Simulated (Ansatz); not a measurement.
**GaBHCl (triplet): wave-function methods side by side at distance Ga2–Cl3 = 1.919 Å, cc-pVDZ**

One table from this session's results is given with a row withheld; the runs are named, their logs left out.

Program: Ansatz 0.2.0, Gaussian basis. Level of theory: cc-pVDZ, core rule «outside noble gas», up to 20 orbitals frozen. These are calculated values, not measurements.

Plan: UHF; CCSD(T) on ROHF; CCSD(T) on UHF; BCCD(T) on ROHF; CISD; CCSDT(Q) on ROHF; CCSDT(Q) on UHF; CASSCF and MRCISD+Q, 4 electrons in 4 orbitals; CASSCF and NEVPT2, 4 electrons in 4 orbitals.

40 further runs of the same task are left out: 1 for a known fault of the program, 34 that didn't finish, 5 set aside as unsound or not needed.

**What is computed**

The geometry derives from a PBE0/def2-TZVP stationary point (not a proven minimum). One bond is set to the value named and the two fragments are kept rigid. No spin-orbit coupling is included. The filled d shell of Ga may be among the frozen orbitals whatever the setting's name suggests; the logs give the count.

4 atoms, charge 0, spin multiplicity 3.

Atoms are counted from 1 here; the program's logs count them from 0.

Bond lengths: B1–Ga2 1.909 Å, B1–H4 1.183 Å, Ga2–Cl3 1.919 Å. Angles: Ga2–B1–H4 148.6°, B1–Ga2–Cl3 161.5°.

The first run:

Input file in.yaml:

```yaml
crystal:
  periodic: [false, false, false]
  atoms:
    - {symbol: B, position_ang: [0.000000, -0.347950, 2.238876]}
    - {symbol: Ga, position_ang: [0.000000, 0.093005, 0.381936]}
    - {symbol: Cl, position_ang: [0.000000, -0.077331, -1.529489]}
    - {symbol: H, position_ang: [0.000000, 0.018591, 3.364063]}
basis:
  gaussian: {orbitals: cc-pVDZ}
magnetization: {spin_polarized: true, initial_magnetization: 2}
hamiltonian: {xc: hf}
output: {orbitals: {seedname: orbitals}}
```

Run with:

```
ansatz run in.yaml --threads 1 --pin off --events-out ev --progress --plain --max-ram 2393MiB
```

Among the steps run: UHF; CCSD(T) on ROHF; CCSD(T) on UHF; BCCD(T) on ROHF; CISD; CCSDT(Q) on ROHF; CCSDT(Q) on UHF; CASSCF and MRCISD+Q, 4 electrons in 4 orbitals; CASSCF and NEVPT2, 4 electrons in 4 orbitals.

One table of the session follows, with a row left open; its other results are not shown here.

It belongs to the step «Misses and costs». 

| method | from UCCSDT(Q) (kcal/mol) |
| --- | --- |
| ROHF | +180.34 |
| UHF | +177.29 |
| RMP2 | +25.98 |
| UMP2 | +26.44 |
| RCCSD | +6.03 |
| UCCSD | +5.88 |
| RCCSD(T) | +1.23 |
| UCCSD(T) | ? |
| BCCD(T) | +1.22 |
| RCCSDT | +0.47 |
| UCCSDT | +0.39 |
| RCCSDT(Q) | +0.08 |
| UCCSDT(Q) | 0 |
| CASSCF pair | +171.47 |
| MRCISD pair | +20.70 |
| MRCISD+Q pair | +3.16 |

Q: Estimate the row for UCCSD(T) from the others.

**Answer.** from UCCSDT(Q) (kcal/mol): +1.17. In the column «from UCCSDT(Q) (kcal/mol)» it lies between RCCSDT (+0.47) and BCCD(T) (+1.22).

Not comparable, so not listed: CISD; CASSCF and NEVPT2, 4 electrons in 4 orbitals (they don't share determinant, frozen orbitals or solution with the rows shown, or repeat one).

Caveats from the session: Restricted and unrestricted rows rest on different reference determinants; where their highest levels disagree by more than a few hundredths of an eV, they describe different states and don't form one ladder. Warnings in the runs' records: passed over end.
